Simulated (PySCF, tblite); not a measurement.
# C₃H₄OP₃−: geometry, infrared bands and NMR shifts

Wanted: the infrared bands and NMR shifts of C₃H₄OP₃− (`COc1ppc[p-]1`), by calculation.

Programs: tblite 0.8.0 and PySCF 2.14.0, with density-fitted response routines of our own. Each step states its level of theory. These are calculated values for one molecule in the gas phase, unless marked as measured. Atoms count from 0, in the outputs and in this text.

**1. The molecule as given**

11 atoms, charge -1, multiplicity 1; geometry from: force field or distance geometry start.

Bonds of the start (Å): C0–O1 1.42, O1–C2 1.36, C2–P3 1.72, P3–P4 2.25, P4–C5 1.72, C5–P6 1.86, P6–C2 1.86, C0–H7 1.10, C0–H8 1.09, C0–H9 1.09, C5–H10 1.10.

**2. Optimising the geometry with GFN2-xTB**

What the job is given:

```
{"job": {"kind": "relax", "xc": "GFN2-xTB", "basis": "xTB"}, "charge": -1, "multiplicity": 1}
C     -2.394500    -0.024300    -0.037000
O     -1.246700     0.518300     0.603600
C     -0.008500     0.146300     0.182400
P      0.459500    -0.900000    -1.102400
P      2.707300    -0.862500    -1.021900
C      3.064000     0.215400     0.267500
P      1.492100     0.849900     1.021100
H     -3.277900     0.398600     0.465600
H     -2.423600     0.277300    -1.086100
H     -2.437000    -1.111300     0.070700
H      4.070900     0.495000     0.610500
```

Started as:

```console
> OMP_NUM_THREADS=1 python probes_run.py task.json out
```

The driver reads the jobs from task.json and runs them one after another.

**Question.** This job is followed by: GFN2-xTB harmonic vibrations, gas phase; GIAO PBE0/pcSseg-1 NMR shielding, non-relativistic, gas phase. What will the session give for the following? strongest single infrared mode (GFN2-xTB); zero-point energy (GFN2-xTB); 13C shifts against TMS (PBE0/pcSseg-1); 1H shifts against TMS (PBE0/pcSseg-1, means over atoms taken as alike); 17O shifts against H2O (PBE0/pcSseg-1); 31P shifts against H3PO4 (PBE0/pcSseg-1).

The runs gave:

| quantity | value |
| --- | --- |
| strongest single infrared mode (GFN2-xTB) | 1149 cm⁻¹, 205 km/mol |
| zero-point energy (GFN2-xTB) | 41.4 kcal/mol |
| 13C shifts against TMS (PBE0/pcSseg-1) | 236.5, 173.6, 61.8 ppm |
| 1H shifts against TMS (PBE0/pcSseg-1, means over atoms taken as alike) | 8.87, 4.05 ppm |
| 17O shifts against H2O (PBE0/pcSseg-1) | 130.1 ppm |
| 31P shifts against H3PO4 (PBE0/pcSseg-1) | 213.6, 203.8, 146.3 ppm |

In words: Over 26 steps the energy fell by 1.243 eV; of the close pairs, P3–P4 changed most, 2.250 to 2.096 Å. All 27 modes are real, so the xTB geometry is a minimum. The strongest single mode, at 1149 cm⁻¹, is carried by C2, O1, H10, C0. Unscaled tight-binding wavenumbers are off by several per cent, some by more. Its intensities can rank the bands wrongly. At PBE0/pcSseg-1: The largest span, 507 ppm, is at P3, where the paramagnetic term is -798 ppm. NICS(1)zz of -27 ppm above the planar ring from C2 marks a diatropic (aromatic) ring current.
